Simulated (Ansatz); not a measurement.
# Ba2Sr2La2Cu5O13: the cost of one run

Program: Ansatz 0.2.0. Level of theory: DFT LDA, plane waves, PAW, scalar-relativistic, no spin polarisation. These are calculated values, not measurements.

## (1) The structure to begin with

The cell holds 24 atoms (Ba2Cu5La2O13Sr2): a = 12.498 Å, b = 12.470 Å, c = 5.555 Å, α = 77.42°, β = 76.87°, γ = 25.71°.

Its coordinates follow in the input file.

## (2) Run 1

90 steps of 1 fs under a Langevin thermostat at 500 K.

Contents of input.yaml:

```yaml
accuracy: low
crystal:
  lattice:
    - [0.0, 3.970672, 11.850069]
    - [3.88415, 0.0, 11.850069]
    - [3.88415, 3.970672, 0.0]
  atoms:
    - { symbol: Ba, position: [0.599461, 0.085751, 0.400539] }
    - { symbol: Ba, position: [0.085751, 0.599461, 0.914249] }
    - { symbol: Sr, position: [0.899269, 0.406984, 0.100731] }
    - { symbol: Sr, position: [0.406984, 0.899269, 0.593016] }
    - { symbol: La, position: [0.25125, 0.751545, 0.74875] }
    - { symbol: La, position: [0.751545, 0.25125, 0.248455] }
    - { symbol: Cu, position: [0.178025, 0.675295, 0.324705] }
    - { symbol: Cu, position: [0.675295, 0.178025, 0.821975] }
    - { symbol: Cu, position: [0.326626, 0.829357, 0.170643] }
    - { symbol: Cu, position: [0.829357, 0.326626, 0.673374] }
    - { symbol: Cu, position: [0.987083, 0.507472, 0.492528] }
    - { symbol: O, position: [0.094536, 0.55311, 0.44689] }
    - { symbol: O, position: [0.55311, 0.094536, 0.905464] }
    - { symbol: O, position: [0.390654, 0.953013, 0.046987] }
    - { symbol: O, position: [0.953013, 0.390654, 0.609346] }
    - { symbol: O, position: [0.435476, 0.435476, 0.064524] }
    - { symbol: O, position: [0.935476, 0.935476, 0.564524] }
    - { symbol: O, position: [0.933676, 0.933676, 0.066324] }
    - { symbol: O, position: [0.435806, 0.435806, 0.564194] }
    - { symbol: O, position: [0.568873, 0.568873, 0.931127] }
    - { symbol: O, position: [0.068873, 0.068873, 0.431127] }
    - { symbol: O, position: [0.06782, 0.06782, 0.93218] }
    - { symbol: O, position: [0.572496, 0.572496, 0.427504] }
    - { symbol: O, position: [0.742076, 0.742076, 0.257924] }
total_charge: -1
basis:
  ecutwfc: 420.0
kpoints:
  mp_grid: { grid: [2, 2, 2] }
hamiltonian:
  xc: lda
scf:
  occupations: { method: fermi_dirac, width: 0.05 }
  lower_state_search: "off"
md:
  timestep: 1
  n_steps: 90
  ensemble: nvt_langevin
  temperature: 500.0
  initial_velocities: maxwell_boltzmann
  seed: 621603
  friction: 0.01
```

Launch:

```console
> ansatz run input.yaml --threads 2 --pin off --max-ram 5120MiB --backend cpu --events-out ev --progress --plain --runs-dir out
```

Q: Estimate wall time and peak memory on 2 threads of Intel Xeon 6975P-C (Granite Rapids), shared host.

About 11 min, with a peak of 1.4 GiB.
